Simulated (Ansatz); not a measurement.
Working through a single point in a Gaussian basis of F₃GaH₂O, SMILES [OH2+][Ga-]([F])([F])[F]

With Ansatz 0.2.0, Python API.

At the Python prompt:
```pycon
>>> import ansatz as az
>>> BASIS_SET = "cc-pVDZ"
>>> FUNCTIONAL = "r2scan"
>>> GEOMETRY = """
... O    -0.85640    0.76390    0.27300
... Ga    0.36530   -0.35520   -0.35420
... F     1.18680   -1.09600    1.02190
... F    -0.33880   -1.62220   -1.33460
... F     1.54940    0.52960   -1.38490
... H    -1.46090    0.28180    0.87370
... H    -0.38410    1.43010    0.85950
... """
>>> geometry = az.Crystal.molecule()
>>> for line in GEOMETRY.strip().splitlines():
...     symbol, *xyz = line.split()
...     geometry = geometry.atom(symbol, [float(v) for v in xyz])
...
>>> base = geometry.calculation()
>>> base = base.basis(gaussian=BASIS_SET).functional(FUNCTIONAL)
>>> result = base.run(threads=1, backend="cpu")
>>> report = result.report
>>> {key: value for key, value in report.items() if isinstance(value, (int, float)) and "ev" in key}
{'free_energy_ev': -62606.31972089102, 'reference_energy_ev': -62606.31972089102}
>>> print("reference energy %16.6f eV" % report["reference_energy_ev"])
reference energy    -62606.319721 eV
>>> print("total energy     %16.6f eV" % report["free_energy_ev"])
total energy        -62606.319721 eV
>>> print("occupied orbitals outside the frozen core (up, down):", report["n_occupied"], " frozen:", report["n_frozen"], " virtual:", report["n_virtual"])
occupied orbitals outside the frozen core (up, down): [34, 34]  frozen: 0  virtual: [59, 59]
```

Caveats:
- Total energies depend on the basis set; only differences at equal settings carry meaning.
- The geometry is a force-field or estimated start, not a minimum of this method, and the basis set is short of its limit.
- Timing: 5.7 s on 1 thread of Arm Neoverse V1, on a shared host, peak memory 0.2 GiB.
